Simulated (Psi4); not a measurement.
# AlBrF (SMILES [F][Al][Br]): levels of theory compared

Aim: a comparison of 4 runs (UHF/STO-3G, UHF/pcseg-1, USVWN5/def2-SVP, U-wB97X/aug-cc-pVDZ) of AlBrF. 

The calculation is run with Psi4 1.11.

3 further runs of the same task are left out: 3 for a known fault of the program.

### Step 1. The system as given

AlBrF: 3 atoms, total charge 0, spin state doublet. As SMILES, `[F][Al][Br]`. The coordinates come from a PBE0-D4/def2-TZVP relaxation.

Bond lengths: F1–Al2 1.648 Å, Al2–Br3 2.266 Å. Angles: F1–Al2–Br3 118.9°.

### Step 2. Energy and gradient at UHF/STO-3G (run 1)

job.dat

```
memory 1.6 GB

molecule {
  0 2
  F     -1.120000     1.016600    -0.510500
  Al    -0.440000    -0.468200    -0.288800
  Br     1.549000    -0.613200     0.786200
  units angstrom
  symmetry c1
  no_reorient
  no_com
}

set {
  reference uhf
  puream true
  e_convergence 1e-09
  d_convergence 1e-08
  scf_type pk
  maxiter 200
}

e, wfn = gradient('scf/STO-3G', return_wfn=True)
oeprop(wfn, 'WIBERG_LOWDIN_INDICES', 'QUADRUPOLE', 'MULLIKEN_CHARGES')
print_variables()
```

Started as:

```sh
psi4 -n 1 job.dat job.out
```

job.out:

```text
[...]
  Running in c1 symmetry.
[...]
  Nuclear repulsion =  193.080917519279069
[...]
  Multiplicity = 2
[...]
  Nalpha       = 29
  Nbeta        = 28
[...]
    Number of basis functions: 32
[...]
   @UHF iter   1: -2881.66625385448333   -2.50242e+00   9.58829e-03 ADIIS/DIIS
[...]
   @UHF iter  12: -2881.78295814313333   -4.09273e-12   8.12423e-09 DIIS
[...]
   @S^2 Observed:                7.563456593E-01
[...]
  @UHF Final Energy: -2881.78295814313333
   => Energetics <=
    Nuclear Repulsion Energy =            193.0809175192790690
    One-Electron Energy =               -4425.2912943615847325
    Two-Electron Energy =                1350.4274186991726765
    Total Energy =                      -2881.7829581431333281
  UHF NO Occupations:
  HONO-2 :   27  A 1.9994040
  HONO-1 :   28  A 1.9977203
[...]
  -Total Gradient:
     Atom            X                  Y                   Z
    ------   -----------------  -----------------  -----------------
       1       -0.015681729065     0.017477742581    -0.006815930845
       2        0.003206185090    -0.010837061383     0.000655540361
       3        0.012475543223    -0.006640681008     0.006160390178
[...]
 Multipole Moments:
 ------------------------------------------------------------------------------------
     Multipole            Electronic (a.u.)      Nuclear  (a.u.)        Total (a.u.)
 ------------------------------------------------------------------------------------
 L = 1.  Multiply by 2.5417464519 to convert [e a0] to [Debye]
 Dipole X            :        -73.7081624           72.5938291           -1.1143333
 Dipole Y            :         34.1870774          -34.7694489           -0.5823715
 Dipole Z            :        -36.8921495           36.2224593           -0.6696902
 Magnitude           :                                                    1.4245632
 L = 2.  Multiply by 1.3450342976 to convert [e a0^2] to [Debye ang]
 Quadrupole XX       :       -375.0911984          349.1981277          -25.8930706
 Quadrupole XY       :        149.1623588         -145.7489471            3.4134117
[...]
  Mulliken Charges: (a.u.)
   Center  Symbol    Alpha    Beta     Spin     Total
       1     F     4.73693  4.62716  0.10977 -0.36409
       2    AL     6.48763  5.73417  0.75346  0.77820
       3    BR    17.77544 17.63867  0.13677 -0.41412
   Total alpha = 29.00000, Total beta = 28.00000, Total charge =  0.00000
  Wiberg Bond Indices using Orthogonal Lowdin Orbitals:
  Total Bond Index:
  Irrep: 1 Size: 3 x 3
[...]
```

It took 2.4 s on 1 thread of AMD EPYC 7B13 (Zen 3), shared host; peak memory 0.2 GiB.

### Step 3. Energy and gradient at UHF/pcseg-1 (run 2)

albrf.json

```json
{
  "schema_name": "qcschema_input",
  "schema_version": 1,
  "molecule": {
    "schema_name": "qcschema_molecule",
    "schema_version": 2,
    "symbols": ["F", "Al", "Br"],
    "geometry": [-2.11649326, 1.92109558, -0.96470519, -0.83147949, -0.88476977, -0.5457529, 2.92718577, -1.15878006, 1.48570268],
    "molecular_charge": 0,
    "molecular_multiplicity": 2,
    "fix_symmetry": "c1",
    "fix_com": true,
    "fix_orientation": true
  },
  "driver": "gradient",
  "model": {
    "method": "scf",
    "basis": "pcseg-1"
  },
  "keywords": {
    "reference": "uhf",
    "puream": true,
    "e_convergence": 1e-09,
    "d_convergence": 1e-08,
    "scf_type": "pk",
    "maxiter": 200,
    "scf_properties": ["QUADRUPOLE", "MULLIKEN_CHARGES", "MAYER_INDICES"]
  }
}
```

Started as:

```sh
psi4 --qcschema albrf.json -n 1 --memory 1600MB
```

stdout:

```text
[...]
  Running in c1 symmetry.
[...]
  Nuclear repulsion =  193.080917607337000
[...]
  Multiplicity = 2
[...]
  Nalpha       = 29
  Nbeta        = 28
[...]
    Number of basis functions: 59
[...]
   @UHF iter   1: -2913.34671753353632   -2.21866e+00   1.06294e-02 ADIIS/DIIS
[...]
   @UHF iter  13: -2913.50985949168853   -4.09273e-12   3.16873e-09 DIIS
[...]
   @S^2 Observed:                7.532048916E-01
[...]
  @UHF Final Energy: -2913.50985949168853
   => Energetics <=
    Nuclear Repulsion Energy =            193.0809176073369997
    One-Electron Energy =               -4444.2069869333190582
    Two-Electron Energy =                1337.6162098342933859
    Total Energy =                      -2913.5098594916885304
  UHF NO Occupations:
  HONO-2 :   27  A 1.9997347
  HONO-1 :   28  A 1.9988478
[...]
 Multipole Moments:
 ------------------------------------------------------------------------------------
     Multipole            Electronic (a.u.)      Nuclear  (a.u.)        Total (a.u.)
 ------------------------------------------------------------------------------------
 L = 1.  Multiply by 2.5417464519 to convert [e a0] to [Debye]
 Dipole X            :        -72.9637594           72.5938292           -0.3699302
 Dipole Y            :         34.0113797          -34.7694489           -0.7580692
 Dipole Z            :        -36.5021576           36.2224594           -0.2796982
 Magnitude           :                                                    0.8886779
 L = 2.  Multiply by 1.3450342976 to convert [e a0^2] to [Debye ang]
 Quadrupole XX       :       -377.5687008          349.1981279          -28.3705728
 Quadrupole XY       :        148.6371126         -145.7489473            2.8881654
[...]
  Mulliken Charges: (a.u.)
   Center  Symbol    Alpha    Beta     Spin     Total
       1     F     4.81969  4.80417  0.01551 -0.62386
       2    AL     6.41812  5.50862  0.90950  1.07326
       3    BR    17.76220 17.68721  0.07499 -0.44940
   Total alpha = 29.00000, Total beta = 28.00000, Total charge = -0.00000
  Mayer Bond Indices:
  Total Bond Index:
  Irrep: 1 Size: 3 x 3
[...]
  -Total Gradient:
     Atom            X                  Y                   Z
    ------   -----------------  -----------------  -----------------
       1        0.001243134335    -0.005538562823     0.000118361007
       2        0.002013147363     0.006266698287     0.001739668552
       3       -0.003256281562    -0.000728135580    -0.001858029525
[...]
```

The result, in JSON:

```text
{
 "driver": "gradient",
 "model": {
  "method": "scf",
  "basis": "pcseg-1"
 },
 "success": true,
 "return_result": [0.0012431343352229535, -0.00553856282286419, 0.00011836100702040595, 0.002013147362561765, 0.006266698287399425, 0.0017396685516863353, -0.0032562815622694252, -0.0007281355802734313, -0.0018580295251916928],
 "properties": {
  "calcinfo_nbasis": 59,
  "calcinfo_nmo": 59,
  "calcinfo_nalpha": 29,
  "calcinfo_nbeta": 28,
  "calcinfo_natom": 3,
  "nuclear_repulsion_energy": 193.080917607337,
  "return_energy": -2913.5098594916885,
  "return_gradient": [0.0012431343352229535, -0.00553856282286419, 0.00011836100702040595, 0.002013147362561765, 0.006266698287399425, 0.0017396685516863353, -0.0032562815622694252, -0.0007281355802734313, -0.0018580295251916928],
  "scf_one_electron_energy": -4444.206986933319,
  "scf_two_electron_energy": 1337.6162098342934,
  "scf_dipole_moment": [-0.3699301818976153, -0.7580692057153655, -0.2796981717916722],
  "scf_total_energy": -2913.5098594916885,
  "scf_total_gradient": [0.0012431343352229535, -0.00553856282286419, 0.00011836100702040595, 0.002013147362561765, 0.006266698287399425, 0.0017396685516863353, -0.0032562815622694252, -0.0007281355802734313, -0.0018580295251916928],
  "scf_iterations": 13
 }
}
```

Wall time 4.8 s (1 thread of AMD EPYC 7B13 (Zen 3), shared host); peak memory 0.23 GiB.

Run 3 isn't shown in full; the table further down has it.

### Step 4. Energy and forces at U-wB97X/aug-cc-pVDZ (run 4)

albrf.inp

```
memory 1.6 GB

molecule system {
  0 2
  F     -1.120000     1.016600    -0.510500
  Al    -0.440000    -0.468200    -0.288800
  Br     1.549000    -0.613200     0.786200
  units angstrom
  symmetry c1
}

set reference uks
set puream true
set e_convergence 1e-09
set d_convergence 1e-08
set scf_type pk
set dft_radial_points 99
set dft_spherical_points 590
set maxiter 200

result, w = gradient('wb97x/aug-cc-pVDZ', return_wfn=True)
oeprop(w, 'MAYER_INDICES', 'LOWDIN_CHARGES', 'MULLIKEN_CHARGES')
print_variables()
```

Started as:

```sh
psi4 albrf.inp albrf.out -n 1
```

albrf.out:

```text
[...]
  Running in c1 symmetry.
[...]
  Nuclear repulsion =  193.080917519279069
[...]
  Multiplicity = 2
[...]
  Nalpha       = 29
  Nbeta        = 28
[...]
    Number of basis functions: 86
[...]
   @UKS iter   1: -2916.28704585889636   -1.81748e+00   9.14172e-03 DIIS/ADIIS
[...]
   @UKS iter  13: -2916.51027309567780   -7.27596e-12   5.73805e-09 DIIS
[...]
   @S^2 Observed:                7.519518021E-01
[...]
  @UKS Final Energy: -2916.51027309567780
   => Energetics <=
    Nuclear Repulsion Energy =            193.0809175192790690
    One-Electron Energy =               -4443.1494796821207274
    Two-Electron Energy =                1427.6384913184451761
    DFT Exchange-Correlation Energy =     -94.0802022512813068
    Empirical Dispersion Energy =           0.0000000000000000
    VV10 Nonlocal Energy =                  0.0000000000000000
    Total Energy =                      -2916.5102730956778032
[...]
 Multipole Moments:
 ------------------------------------------------------------------------------------
     Multipole            Electronic (a.u.)      Nuclear  (a.u.)        Total (a.u.)
 ------------------------------------------------------------------------------------
 L = 1.  Multiply by 2.5417464519 to convert [e a0] to [Debye]
 Dipole X            :          4.4902622           -4.7789957           -0.2887335
 Dipole Y            :         -1.7732586            1.2081985           -0.5650601
 Dipole Z            :         -0.0000000           -0.0000000           -0.0000000
 Magnitude           :                                                    0.6345550
[...]
  -Total Gradient:
     Atom            X                  Y                   Z
    ------   -----------------  -----------------  -----------------
       1        0.007347566925    -0.016047971004     0.000000000000
       2        0.000261061489     0.015524224194     0.000000000000
       3       -0.007402062596     0.000321600297     0.000000000000
[...]
  Mulliken Charges: (a.u.)
   Center  Symbol    Alpha    Beta     Spin     Total
       1     F     4.80311  4.80595 -0.00284 -0.60905
       2    AL     6.52251  5.66188  0.86063  0.81561
       3    BR    17.67439 17.53218  0.14221 -0.20656
   Total alpha = 29.00000, Total beta = 28.00000, Total charge = -0.00000
  Lowdin Charges: (a.u.)
   Center  Symbol    Alpha    Beta     Spin     Total
       1     F     4.79407  4.69038  0.10369 -0.48444
       2    AL     6.64962  5.92398  0.72564  0.42639
       3    BR    17.55631 17.38564  0.17067  0.05805
[...]
```

It took 1.9 min on 1 thread of AMD EPYC 7B13 (Zen 3), shared host; peak memory 0.96 GiB.

### Step 5. All runs side by side

```tsv
run	level	task	integration grid	energy (Eh)	dipole moment (D)	HOMO energy (eV)	LUMO energy (eV)	wall time
1	UHF/STO-3G	gradient	–	-2881.782958	3.62	-5.53	5.81	2.4 s
2	UHF/pcseg-1	gradient	–	-2913.509859	2.26	-9.52	-0.06	4.8 s
3	USVWN5/def2-SVP	energy	99 radial × 590 angular	-2910.829309	1.43	-5.62	-4.46	6 s
4	U-wB97X/aug-cc-pVDZ	gradient	99 radial × 590 angular	-2916.510273	1.61	-8.90	-2.63	1.9 min
```

### Step 6. Results

| quantity | value |
| --- | --- |
| run 4: total energy | -2916.51027 Eh |
| run 4: dipole moment | 1.61 D |
| run 4: HOMO energy (highest over α and β) | -8.90 eV |
| run 4: LUMO energy (lowest over α and β) | -2.63 eV |
| run 4: ⟨S²⟩ | 0.752 |
| run 4: largest force on an atom | 0.908 eV/Å |

**Reading.** The dipole moment (its size) runs from 1.43 D (USVWN5/def2-SVP) to 3.62 D (UHF/STO-3G). The two ends differ in method and basis. Totals of different functionals can't be ranked against each other. In run 1 the basis is minimal, so the values are rough. All runs together took 2.1 min, the longest 1.9 min.
